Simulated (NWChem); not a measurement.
**GeH3O (SMILES [OH][GeH2]): levels of theory compared**

We compute a comparison of 3 runs (UHF/STO-3G, UHF/3-21G, UB3LYP/6-31G*) of GeH3O. 

The results are computed with NWChem 7.3.0.

**1. Starting point**

The species is GeH3O (5 atoms), meant as a doublet with charge 0. SMILES: `[OH][GeH2]`. The shape is that of a PBE0-D4/def2-TZVP optimisation. This is one conformer, not always the lowest.

Bond lengths: O1–Ge2 1.786 Å, O1–H3 0.960 Å, Ge2–H4 1.546 Å, Ge2–H5 1.557 Å. Angles: O1–Ge2–H4 103.8°, O1–Ge2–H5 108.9°, Ge2–O1–H3 112.6°, H4–Ge2–H5 111.8°.

**2. Energy and forces at UHF/STO-3G (run 1)**

File geom.nw:

```
start geom
title "GeH3O"
memory stack 880 mb heap 220 mb global 1100 mb
charge 0
geometry noautosym nocenter noautoz
O      0.355500    -1.075800     0.460700
Ge    -0.520100     0.416100     0.017700
H      1.097400    -0.907600     1.046500
H     -1.396800    -0.014400    -1.180300
H      0.513900     1.508000    -0.385900
end
basis spherical bse
O library STO-3G
Ge library STO-3G
H library STO-3G
end
scf
nopen 1
uhf
thresh 1e-08
maxiter 80
print low
end
task scf gradient
```

Started as:

```
$ nwchem geom.nw > geom.out
```

Output:

```text
[...]
  functions       =    26
[...]
  wavefunction    = UHF
[...]
         Total SCF energy =  -2127.288449981120
      One electron energy =  -3212.664576895669
      Two electron energy =    972.292355042974
 Nuclear repulsion energy =    113.083771871575
                       Sz =      0.5000
                 Sz(Sz+1) =      0.7500
                      S^2 =      0.7532
[...]
                         UHF ENERGY GRADIENTS
    atom               coordinates                        gradient
                 x          y          z           x          y          z
   1 O       0.671798  -2.032967   0.870597    0.040921  -0.008863   0.031588
   2 Ge     -0.982846   0.786315   0.033448   -0.021259   0.006104   0.026905
   3 H       2.073785  -1.715115   1.977598   -0.023183  -0.014497  -0.020572
   4 H      -2.639569  -0.027212  -2.230444   -0.024851  -0.012917  -0.030054
   5 H       0.971130   2.849707  -0.729245    0.028371   0.030174  -0.007866
 Task  times  cpu:        1.7s     wall:        1.7s
 Total times  cpu:        1.7s     wall:        1.7s
```

Run time: 2.7 s. Hardware: 1 thread of AMD EPYC 9R14 (Zen 4), shared host; peak memory 0.098 GiB.

**3. Energy and gradient at UHF/3-21G (run 2)**

File run.py:

```python
from ase import Atoms
from ase.calculators.nwchem import NWChem

molecule = Atoms(['O', 'Ge', 'H', 'H', 'H'], positions=[
    [0.355500, -1.075800, 0.460700],
    [-0.520100, 0.416100, 0.017700],
    [1.097400, -0.907600, 1.046500],
    [-1.396800, -0.014400, -1.180300],
    [0.513900, 1.508000, -0.385900],
])

calc = NWChem(
    label='geh3o',
    theory='scf',
    memory='2200 mb',
    basis='3-21G',
    basispar='spherical bse',
    scf={'nopen': '1', 'uhf': None, 'thresh': '1e-08', 'maxiter': '80'},
)
molecule.calc = calc

forces = molecule.get_forces()
print("Total energy (eV):", round(molecule.get_potential_energy(), 6))
print("forces (eV/A):")
for s, f in zip(molecule.symbols, forces):
    print(f"{s:2s} {f[0]:10.5f} {f[1]:10.5f} {f[2]:10.5f}")
```

Started as:

```
$ export ASE_NWCHEM_COMMAND="nwchem PREFIX.nwi > PREFIX.nwo"
$ python run.py
```

Output:

```text
Total energy (eV): -58273.15978
forces (eV/A):
O    -0.63141    1.34793   -0.19664
Ge    0.44994   -1.16173   -0.25012
H     0.36828   -0.44557    0.29640
H    -0.03846    0.21911    0.13483
H    -0.14835    0.04026    0.01558
```

The calculator wrote geh3o.nwi:

```
title "geh3o"

permanent_dir geh3o

scratch_dir geh3o

start geh3o

geometry units angstrom nocenter noautosym noautoz
  O  3.5549999999999998e-01 -1.0758000000000001e+00 4.6070000000000000e-01
  Ge -5.2010000000000001e-01 4.1610000000000003e-01 1.7700000000000000e-02
  H  1.0973999999999999e+00 -9.0759999999999996e-01 1.0465000000000000e+00
  H  -1.3968000000000000e+00 -1.4400000000000000e-02 -1.1802999999999999e+00
  H  5.1390000000000002e-01 1.5080000000000000e+00 -3.8590000000000002e-01
end

memory 2200 mb

basis spherical bse noprint
   * library 3-21G
end

scf
  nopen 1
  uhf
  thresh 1e-08
  maxiter 80
end

task scf gradient
```

geh3o.nwo:

```text
Northwest Computational Chemistry Package (NWChem) 7.3.0
             --------------------------------------------------------

           Job information
           ---------------

    nwchem branch   = 7.3.0
    use scalapack   = T
    input           = geh3o.nwi
    prefix          = geh3o.
    data base       = geh3o/geh3o.db
    status          = startup
    nproc           =        1

           Memory information
           ------------------

[... 5 lines left out ...]
    hardfail = no
[... 116 lines left out ...]
 1-e energy   =   -3214.284817
[... 9 lines left out ...]
 Convergence threshold     :          1.000E-08
[... 17 lines left out ...]
      One electron energy =  -3214.270639940165
[... 9 lines left out ...]
          Final alpha eigenvalues
[... 242 lines left out ...]
                     UHF Final Beta Molecular Orbital Analysis
[... 256 lines left out ...]
                 ----------------------------------------
                 |  Time  |  1-e(secs)   |  2-e(secs)   |
                 ----------------------------------------
                 |  CPU   |       0.00   |       0.36   |
                 ----------------------------------------
                 |  WALL  |       0.00   |       0.36   |
                 ----------------------------------------

 Task  times  cpu:        2.2s     wall:        2.2s
 Total times  cpu:        2.2s     wall:        2.2s
```

Wall time 3.9 s (1 thread of AMD EPYC 9R14 (Zen 4), shared host); peak memory 0.099 GiB.

**4. Energy and forces at UB3LYP/6-31G(d) (Cartesian functions) (run 3)**

File work.nw:

```
start work
title "GeH3O B3LYP"
memory stack 880 mb heap 220 mb global 1100 mb

geometry units angstroms noautosym nocenter noautoz
 O        0.355500      -1.075800       0.460700
 Ge      -0.520100       0.416100       0.017700
 H        1.097400      -0.907600       1.046500
 H       -1.396800      -0.014400      -1.180300
 H        0.513900       1.508000      -0.385900
end

basis cartesian
 O library 6-31G*
 Ge library 6-31G*
 H library 6-31G*
end

dft
 xc b3lyp
 mult 2
 grid xfine
 convergence energy 1e-08
 maxiter 100
 mulliken
 noprint "final vectors analysis"
end

task dft gradient
```

Started as:

```
$ nwchem work.nw > work.out
```

Output:

```text
[...]
          Wavefunction type:  spin polarized.
          No. of atoms     :     5
          No. of electrons :    43
[...]
          Charge           :     0
          Spin multiplicity:     2
[...]
          AO basis - number of functions:    56
[...]
              XC Information
              --------------
                         B3LYP Method XC Potential
                     Hartree-Fock (Exact) Exchange  0.200
                        Slater Exchange Functional  0.800 local
                    Becke 1988 Exchange Functional  0.720 non-local
              Lee-Yang-Parr Correlation Functional  0.810
                  VWN I RPA Correlation Functional  0.190 local
[...]
 d= 0,ls=0.0,diis     1  -2153.6870265711 -2.27D+03  1.25D-02  3.25D-01     2.0
[...]
 d= 0,ls=0.0,diis    11  -2153.7543295431 -6.20D-09  1.42D-06  5.36D-09    17.8
[...]
         Total DFT energy =    -2153.754329543133
      One electron energy =    -3224.423160149889
           Coulomb energy =     1046.327183794016
    Exchange-Corr. energy =      -88.742125058836
 Nuclear repulsion energy =      113.083771871575
[...]
      <S2> =      0.7516 (Exact =     0.7500)
[...]
  wavefunction    = open shell
                         DFT ENERGY GRADIENTS
    atom               coordinates                        gradient
                 x          y          z           x          y          z
   1 O       0.671798  -2.032967   0.870597    0.002552   0.011857   0.004439
   2 Ge     -0.982846   0.786315   0.033448    0.005626  -0.007050  -0.004347
   3 H       2.073785  -1.715115   1.977598   -0.006746  -0.002922  -0.005854
   4 H      -2.639569  -0.027212  -2.230444    0.001203   0.001035   0.003436
   5 H       0.971130   2.849707  -0.729245   -0.002634  -0.002921   0.002326
[...]
```

It took 23 s on 1 thread of AMD EPYC 9R14 (Zen 4), shared host; peak memory 0.13 GiB.

**5. All runs side by side**

```csv
run,level,Cartesian functions,iteration cap,energy (Eh),⟨S²⟩,largest force (eV/Å),wall time
1,UHF/STO-3G,no,80,-2127.288450,0.753,2.697,2.7 s
2,UHF/3-21G,no,80,-2141.499140,0.753,1.501,3.9 s
3,UB3LYP/6-31G* (Cartesian functions),yes,100,-2153.754330,0.752,0.664,23 s
```

**6. Outcome**

```
                       quantity           value
            run 3: total energy  -2153.75433 Eh
           run 3: dipole moment          1.47 D
                    run 3: ⟨S²⟩           0.752
run 3: largest force on an atom      0.664 eV/Å
```

**Reading.** In run 1 the basis is minimal, so the values are rough. All runs together took 29 s, the longest 23 s.
